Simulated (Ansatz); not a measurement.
**AsH3 (triplet): wave-function methods side by side, aug-cc-pVDZ**

The task here is to estimate one member of a computed series from the others.

Computed with Ansatz 0.2.0, Gaussian basis. Level: aug-cc-pVDZ, core rule «outside noble gas», up to 14 orbitals frozen.

To be run: UHF; CCSD(T) on ROHF; CCSD(T) on UHF; BCCD(T) on ROHF; CISD as a restricted active space (open shells left free, so some higher excitations enter); CCSDT(Q) on ROHF; CCSDT(Q) on UHF; CASSCF and MRCISD+Q, 8 electrons in 7 orbitals; CASSCF and NEVPT2, 8 electrons in 7 orbitals.

21 further runs of the same task are left out: 7 for a known fault of the program, 5 that didn't finish, 9 set aside as unsound or not needed. Runs told in other sessions of the task aren't counted.

### What is computed

The geometry is a PBE0/def2-TZVPD stationary point (not a proven minimum) of the parent state, kept for this charge and spin. No spin-orbit coupling is included. The filled d shell of As may be among the frozen orbitals whatever the setting's name suggests.

4 atoms, charge 0, spin multiplicity 3.

Atoms are counted from 1 here; the program's logs count them from 0.

Bond lengths: As1–H2 1.553 Å, As1–H3 1.553 Å, As1–H4 1.553 Å. Angles: H2–As1–H3 94.1°, H2–As1–H4 94.1°, H3–As1–H4 94.1°.

Set-up of the first run:

File in.yaml:

```yaml
crystal:
  periodic: [false, false, false]
  atoms:
    - {symbol: As, position_ang: [0.000876, 0.001210, -0.032186]}
    - {symbol: H, position_ang: [1.290149, -0.018626, 0.833597]}
    - {symbol: H, position_ang: [-0.688608, 1.100075, 0.821809]}
    - {symbol: H, position_ang: [-0.666628, -1.171365, 0.737039]}
basis:
  gaussian: {orbitals: aug-cc-pVDZ}
magnetization: {spin_polarized: true, initial_magnetization: 2}
hamiltonian: {xc: hf}
output: {orbitals: {seedname: orbitals}}
```

Launch:

```sh
$ ansatz run in.yaml --threads 1 --pin off --events-out ev --progress --plain --max-ram 2393MiB
```

Among the steps run: UHF; CCSD(T) on ROHF; CCSD(T) on UHF; BCCD(T) on ROHF; CISD as a restricted active space (open shells left free, so some higher excitations enter); CCSDT(Q) on ROHF; CCSDT(Q) on UHF; CASSCF and MRCISD+Q, 8 electrons in 7 orbitals; CASSCF and NEVPT2, 8 electrons in 7 orbitals.

One of the session's tables, all rows but one given; the rest of the session is left out.

```
          method  from UCCSDT(Q) (meV)
            ROHF               +4200.5
             UHF               +4042.0
            RMP2                +960.1
            UMP2                +948.4
            CISD                +344.2
           RCCSD                +159.1
           UCCSD                +151.8
        RCCSD(T)                 +42.5
        UCCSD(T)                 +41.4
         BCCD(T)                 +42.9
          RCCSDT                  +8.8
          UCCSDT                  +4.8
       RCCSDT(Q)                     ?
       UCCSDT(Q)                     0
  CASSCF valence               +3137.6
  NEVPT2 valence                +838.9
  MRCISD valence                +203.1
MRCISD+Q valence                 +20.0
```

Q: Estimate the row for RCCSDT(Q) from the others.

The run gave: from UCCSDT(Q) (meV): +4.1. In the column «from UCCSDT(Q) (meV)» it lies between UCCSDT(Q) (0) and UCCSDT (+4.8).

The ROHF row is the lowest such solution found; the determinant under the restricted MP2 and coupled-cluster rows lies 0.02 eV higher.

To keep in mind: Restricted and unrestricted rows rest on different reference determinants; a gap between their highest levels can come from leftover correlation error, from unlike frozen cores or from another state.
